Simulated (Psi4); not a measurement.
# WCl6 (SMILES Cl[W](Cl)(Cl)(Cl)(Cl)Cl): MP2/def2-SVP (core potential)

Aim: the vertical ionisation energy of WCl6 at MP2/def2-SVP (core potential), from 2 runs. 

Program for the calculation: Psi4 1.11.

2 further runs of the same task are left out: 2 that didn't finish.

**1. The structure to begin with**

The species is WCl6 (7 atoms), meant as a singlet with charge 0. SMILES: `Cl[W](Cl)(Cl)(Cl)(Cl)Cl`. The coordinates come from a PBE0-D4/def2-TZVP relaxation.

Bond lengths: Cl1–W2 2.287 Å, W2–Cl3 2.287 Å, W2–Cl4 2.287 Å, W2–Cl5 2.287 Å, W2–Cl6 2.287 Å, W2–Cl7 2.287 Å. Some angles: Cl1–W2–Cl3 90.0°, Cl1–W2–Cl4 90.0°, Cl1–W2–Cl5 180.0°, Cl1–W2–Cl6 90.0°, Cl1–W2–Cl7 90.0°, Cl3–W2–Cl4 180.0°, Cl3–W2–Cl5 90.0°, Cl3–W2–Cl6 90.0°, Cl3–W2–Cl7 90.0°, Cl4–W2–Cl5 90.0°.

**2. A single-point energy at MP2/def2-SVP (core potential)**

Contents of cl6w.dat:

```
memory 2200 MB

molecule system {
  0 1
  Cl    -1.314490    -1.469940     1.159000
  W      0.000000     0.000000     0.000000
  Cl     1.112910     0.525000     1.928130
  Cl    -1.112940    -0.525000    -1.928110
  Cl     1.314510     1.469920    -1.159020
  Cl    -1.505070     1.672020     0.413510
  Cl     1.505090    -1.672000    -0.413520
  symmetry c1
}

set {
  basis def2-SVP
  reference rhf
  puream true
  e_convergence 1e-09
  d_convergence 1e-08
  scf_type pk
  num_frozen_docc 30
  mp2_type conv
}

energy("mp2")
```

Started as:

```sh
$ psi4 -i cl6w.dat -o cl6w.out -n 1
```

cl6w.out:

```text
[...]
    !!!  WARNING: ECP capability is in beta. Please check occupations closely.  !!!
[...]
  Running in c1 symmetry.
[...]
  Nuclear repulsion =  997.990864722118772
[...]
  Multiplicity = 1
[...]
  Nalpha       = 58
  Nbeta        = 58
[...]
    Number of basis functions: 140
[...]
   @RHF iter   1: -2822.10643273708274    2.06601e-02   6.95322e-03 DIIS/ADIIS
[...]
   @RHF iter  13: -2822.64357528793334   -4.09273e-11   6.23723e-09 DIIS
[...]
    Orbital Energies [Eh]
    ---------------------
    Doubly Occupied:
       1A   -104.835805     2A   -104.835794     3A   -104.835794
       4A   -104.835730     5A   -104.835730     6A   -104.835729
       7A    -10.600049     8A    -10.600049     9A    -10.600045
      10A    -10.600045    11A    -10.600043    12A    -10.600036
      13A     -8.073964    14A     -8.073964    15A     -8.073946
      16A     -8.073946    17A     -8.073944    18A     -8.073928
      19A     -8.071776    20A     -8.071776    21A     -8.071776
      22A     -8.071772    23A     -8.071772    24A     -8.071772
      25A     -8.071770    26A     -8.071769    27A     -8.071769
      28A     -8.071763    29A     -8.071762    30A     -8.071762
      31A     -3.728034    32A     -2.190384    33A     -2.190384
      34A     -2.190383    35A     -1.161491    36A     -1.127208
[...]
  @RHF Final Energy: -2822.64357528793334
   => Energetics <=
    Nuclear Repulsion Energy =            997.9908647221187721
    One-Electron Energy =               -5911.9409800890434781
    Two-Electron Energy =                2091.3065400789910200
    Total Energy =                      -2822.6435752879333450
[...]
 Multipole Moments:
 ------------------------------------------------------------------------------------
     Multipole            Electronic (a.u.)      Nuclear  (a.u.)        Total (a.u.)
 ------------------------------------------------------------------------------------
 L = 1.  Multiply by 2.5417464519 to convert [e a0] to [Debye]
 Dipole X            :         -0.0001487            0.0001266           -0.0000221
 Dipole Y            :         -0.0000156            0.0000000           -0.0000156
 Dipole Z            :          0.0001384           -0.0001266            0.0000118
 Magnitude           :                                                    0.0000295
[...]
	SCS-MP2 Total Energy (a.u.)        : -2823.78877029937485
	SOS-MP2 Total Energy (a.u.)        : -2823.66390352916733
	SCSN-MP2 Total Energy (a.u.)       : -2823.30287183462679
[...]
	SOS-PI-MP2 Total Energy (a.u.)     : -2823.83395823603951
[...]
	MP2 Total Energy (a.u.)            : -2823.86844913291634
[...]
```

Wall time 16 s (1 thread of Intel Xeon 6975P-C (Granite Rapids), shared host); peak memory 1.3 GiB.

**3. The doublet cation at the same level**

Contents of run.py:

```python
import psi4

psi4.set_memory(2200000000)
psi4.set_num_threads(1)
psi4.core.set_output_file('run.log', False)

mol = psi4.geometry("""
1 2
Cl    -2.48402609    -2.77778402     2.19019258
W      0.00000000     0.00000000     0.00000000
Cl     2.10309510     0.99210622     3.64363763
Cl    -2.10315179    -0.99210622    -3.64359984
Cl     2.48406389     2.77774623    -2.19023037
Cl    -2.84417010     3.15965987     0.78142065
Cl     2.84420789    -3.15962208    -0.78143955
units au
symmetry c1
no_reorient
no_com
""")

options = {'basis': 'def2-SVP', 'reference': 'uhf', 'puream': True, 'e_convergence': 1e-09, 'd_convergence': 1e-08, 'scf_type': 'pk', 'num_frozen_docc': 30, 'mp2_type': 'conv', 'maxiter': 100}
psi4.set_options(options)

e, wfn = psi4.energy('mp2', molecule=mol, return_wfn=True)
print(f'total energy {e:.8f} hartree = {e * 27.211386:.5f} eV')
```

Started as:

```sh
$ python run.py
```

run.log:

```text
[...]
    !!!  WARNING: ECP capability is in beta. Please check occupations closely.  !!!
[...]
  Running in c1 symmetry.
[...]
  Nuclear repulsion =  997.990865284864071
[...]
  Multiplicity = 2
[...]
  Nalpha       = 58
  Nbeta        = 57
[...]
    Number of basis functions: 140
[...]
   @UHF iter   1: -2821.61331351068247    4.24004e-01   7.20605e-03 ADIIS/DIIS
[...]
   @UHF iter  31: -2822.21216300215337   -9.09495e-13   8.44942e-09 DIIS
[...]
   @S^2 Observed:                8.436608627E-01
[...]
    Orbital Energies [Eh]
    ---------------------
    Alpha Occupied:
       1A   -105.058809     2A   -105.058802     3A   -105.058737
       4A   -105.058737     5A   -105.011665     6A   -105.011597
       7A    -10.821102     8A    -10.821097     9A    -10.821097
      10A    -10.821094    11A    -10.774907    12A    -10.774904
      13A     -8.300380    14A     -8.300373    15A     -8.300371
      16A     -8.300371    17A     -8.293101    18A     -8.293084
      19A     -8.293084    20A     -8.293078    21A     -8.290821
      22A     -8.290821    23A     -8.290820    24A     -8.290811
      25A     -8.248574    26A     -8.248567    27A     -8.246460
      28A     -8.246460    29A     -8.246454    30A     -8.246454
      31A     -3.897402    32A     -2.361706    33A     -2.357325
      34A     -2.357324    35A     -1.372501    36A     -1.346670
[...]
  @UHF Final Energy: -2822.21216300215337
   => Energetics <=
    Nuclear Repulsion Energy =            997.9908652848640713
    One-Electron Energy =               -5889.1849438565150194
    Two-Electron Energy =                2068.9819155694972324
    Total Energy =                      -2822.2121630021533747
  UHF NO Occupations:
  HONO-2 :   56  A 1.9970001
  HONO-1 :   57  A 1.9614443
[...]
 Multipole Moments:
 ------------------------------------------------------------------------------------
     Multipole            Electronic (a.u.)      Nuclear  (a.u.)        Total (a.u.)
 ------------------------------------------------------------------------------------
 L = 1.  Multiply by 2.5417464519 to convert [e a0] to [Debye]
 Dipole X            :         -0.0003392            0.0003213           -0.0000179
 Dipole Y            :         -0.0000240            0.0000000           -0.0000240
 Dipole Z            :          0.0003240           -0.0003213            0.0000027
 Magnitude           :                                                    0.0000300
[...]
	SCS-MP2 Total Energy (a.u.)        : -2823.38727590822555
	SOS-MP2 Total Energy (a.u.)        : -2823.25654031155091
	SCSN-MP2 Total Energy (a.u.)       : -2822.90244695259480
[...]
	SOS-PI-MP2 Total Energy (a.u.)     : -2823.43060319645065
[...]
	MP2 Total Energy (a.u.)            : -2823.47468421667463
[...]
```

Standard output:

```text
total energy -2823.47468422 hartree = -76830.65949 eV
```

It took 26 s on 1 thread of Intel Xeon 6975P-C (Granite Rapids), shared host; peak memory 1.3 GiB.

**4. Results**

Level: MP2/def2-SVP (core potential), 30 core orbitals frozen.

```
                                                                  quantity           value
                                                singlet WCl6: total energy  -2823.86845 Eh
                         singlet WCl6: HOMO energy (Hartree–Fock orbitals)       -12.48 eV
                         singlet WCl6: LUMO energy (Hartree–Fock orbitals)        -2.64 eV
                       singlet WCl6: HOMO–LUMO gap (Hartree–Fock orbitals)         9.84 eV
                singlet WCl6: correlation energy (30 core orbitals frozen)     -1224.9 mEh
                                              doublet cation: total energy  -2823.47468 Eh
doublet cation: HOMO energy (Hartree–Fock orbitals) (highest over α and β)       -15.96 eV
 doublet cation: LUMO energy (Hartree–Fock orbitals) (lowest over α and β)       -10.99 eV
              doublet cation: correlation energy (30 core orbitals frozen)     -1262.5 mEh
                         doublet cation: ⟨S²⟩ of the reference determinant           0.844
                        vertical ionisation energy (to the doublet cation)       10.715 eV
```

What this shows: The vertical ionisation energy comes to 10.71 eV (247 kcal/mol).
